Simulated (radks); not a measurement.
# Ionising cerium step by step, Ce to Ce¹⁹⁺

The task here is to estimate one member of a computed series from the others.

Method: non-relativistic Kohn-Sham, TPSS, spin-polarised, spherical densities, point nucleus; open shells are filled with parallel spins first. Code: radks (a radial shooting solver on a logarithmic mesh, Libxc functionals) version 1.

### What is computed

```
element             : cerium (Z = 58)
charges             : 0 to 19
first configuration : [Xe] 4f1 5d1 6s2
last configuration  : [Kr] 4d3
```

The outer shells:

Ce
```
[Xe] core
4f [↑ ][  ][  ][  ][  ][  ][  ]
5d [↑ ][  ][  ][  ][  ]
6s [↑↓]
```

Ce¹⁹⁺
```
[Kr] core
4d [↑ ][↑ ][↑ ][  ][  ]
```

Set-up of the first run:

Settings of this run:

```text
Z 58
configuration [Xe] 4f1 5d1 6s2
relativity non-relativistic
functional tpss,tpss
spin polarised
nucleus point
```

Among the steps run: Ce, [Xe] 4f1 5d1 6s2.

One of the session's tables, all rows but one given; the rest of the session is left out.

It belongs to the step «Ce, [Xe] 4f1 5d1 6s2». From the orbitals of this run (lengths in bohr):

```
  level    <r>  outermost maximum (interpolated)  90 % within  nodes
  5p up  1.784                              1.57         2.59      3
5p down  1.785                              1.57         2.60      3
  4f up      ?                                 ?            ?      ?
4f down  1.034                             0.683         1.76      0
  5d up  2.775                              2.09         4.42      2
  6s up  4.526                              3.94         6.59      5
6s down  4.656                              4.04         6.79      5
5d down  2.869                              2.11         4.64      2
```

**Question.** Estimate the row for 4f up.

**Answer.** <r>: 1.031; outermost maximum (interpolated): 0.684; 90 % within: 1.76; nodes: 0. In the column «<r>» it is the lowest.

Limits of these values: Relativity is left out here, which matters for elements this heavy. Open shells are spherical and high-spin; term and fine-structure splittings are not resolved.
